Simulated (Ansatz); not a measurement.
# CoRu: the cost of one run

Method: DFT PBE, scalar-relativistic, plane waves, PAW, in Ansatz 0.2.0.

## 1. The starting structure

The structure is cubic, space group F-43m (No. 216). The conventional cell has a = 4.784 Å, b = 4.784 Å, c = 4.784 Å, α = 90.00°, β = 90.00°, γ = 90.00°. Around Co (site symmetry -43m) lie 4 Ru at 2.07 Å. Ru (site symmetry -43m) has 4 Co at 2.07 Å as nearest neighbours.

Structure file:

```cif
data_structure
_symmetry_space_group_name_H-M 'P 1'
_symmetry_Int_Tables_number 1
_cell_length_a 3.3827
_cell_length_b 3.3827
_cell_length_c 3.3827
_cell_angle_alpha 60.000
_cell_angle_beta 60.000
_cell_angle_gamma 60.000
_cell_volume 27.37
loop_
_atom_site_label
_atom_site_type_symbol
_atom_site_fract_x
_atom_site_fract_y
_atom_site_fract_z
_atom_site_occupancy
Co1 Co 0.00000 0.00000 0.00000 1
Ru1 Ru 0.25000 0.25000 0.25000 1
```

The cell is invented: species swapped into a database cell of AlAs (F-43m, No. 216), with Co on the Al sites and Ru on the As sites. Lengths come from tabulated atomic sizes and are only a guess.

## 2. Probe: one point on a coarse mesh

input.yaml reads:

```yaml
crystal:
  lattice:
    - [0.0, 2.39192114, 2.39192114]
    - [2.39192114, 0.0, 2.39192114]
    - [2.39192114, 2.39192114, 0.0]
  atoms:
    - { symbol: Co, position: [0.0, 0.0, 0.0], spin: 3.0 }
    - { symbol: Ru, position: [0.25, 0.25, 0.25] }
basis:
  ecutwfc: 420
kpoints:
  mp_grid: { grid: [6, 6, 6] }
hamiltonian:
  xc: pbe
scf:
  occupations: { method: gaussian, width: 0.1 }
  lower_state_search: "off"
output:
  forces: true
  stress: true
  eigenvalues: true
  populations: true
magnetization:
  spin_polarized: true
```

The run is started by

```bash
> ansatz run input.yaml --threads 1 --pin off --max-ram 2560MiB --backend cpu --events-out ev --progress --plain --runs-dir out
```

Q: Estimate wall time and peak memory on 1 thread of Intel Xeon at 2.50GHz (Skylake/Cascade Lake), shared host.

About 8.5 s, with a peak of 0.32 GiB.
